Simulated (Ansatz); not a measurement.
# Os3Au: the cost of one run

Method: DFT PBE, scalar-relativistic, plane waves, PAW, unless a step names another level, in Ansatz 0.2.0.

## (1) Starting point

The structure is tetragonal, space group P4/mmm (No. 123). The conventional cell has a = 2.761 Å, b = 2.761 Å, c = 7.940 Å, α = 90.00°, β = 90.00°, γ = 90.00°. Around Os (site symmetry 4mm) lie 8 Os at 2.69 to 2.76 Å and 4 Au at 2.88 Å. Os (site symmetry 4/mmm) has 12 Os at 2.69 to 2.76 Å as nearest neighbours. Au (site symmetry 4/mmm) has 4 Au at 2.76 Å and 8 Os at 2.88 Å as nearest neighbours.

Structure file:

```cif
data_structure
_symmetry_space_group_name_H-M 'P4/mmm'
_symmetry_Int_Tables_number 123
_cell_length_a 2.7614
_cell_length_b 2.7614
_cell_length_c 7.9396
_cell_angle_alpha 90.000
_cell_angle_beta 90.000
_cell_angle_gamma 90.000
_cell_volume 60.54
loop_
_atom_site_label
_atom_site_type_symbol
_atom_site_symmetry_multiplicity
_atom_site_Wyckoff_symbol
_atom_site_fract_x
_atom_site_fract_y
_atom_site_fract_z
_atom_site_occupancy
Os1 Os 2 h 0.50000 0.50000 0.23345 1
Os2 Os 1 a 0.00000 0.00000 0.00000 1
Au1 Au 1 b 0.00000 0.00000 0.50000 1
```

It came out lowest among 19 distinct ends of the trial cells. At a tolerance of 0.05 Å it has space group P4/mmm (No. 123).

## (2) Tight relaxation for the response runs, on the response runs' mesh and smearing

File input.yaml:

```yaml
crystal:
  lattice:
    - [2.7614283083, 0.0, 0.0]
    - [0.0, 2.7614283083, 0.0]
    - [0.0, 0.0, 7.9396188365]
  atoms:
    - { symbol: Os, position: [0.5, 0.5, 0.2334481129] }
    - { symbol: Os, position: [0.0, 0.0, 0.0] }
    - { symbol: Os, position: [0.5, 0.5, 0.7665518871] }
    - { symbol: Au, position: [0.0, 0.0, 0.5] }
basis:
  ecutwfc: 420
kpoints:
  mp_grid: { grid: [16, 16, 6] }
hamiltonian:
  xc: pbe
scf:
  occupations: { method: gaussian, width: 0.1 }
output:
  forces: true
  stress: true
  eigenvalues: true
relax:
  adjacent_minimum: "off"
  f_tol: 0.001
  max_steps: 60
  cell: { stress_tol: 0.01 }
```

Started as:

```
$ ansatz run input.yaml --threads 3 --pin off --max-ram 7680MiB --backend cpu --events-out ev --progress --plain --runs-dir out
```

Q: Estimate wall time and peak memory on 3 threads of Arm Neoverse V2, shared host.

About 31 s, with a peak of 0.6 GiB.
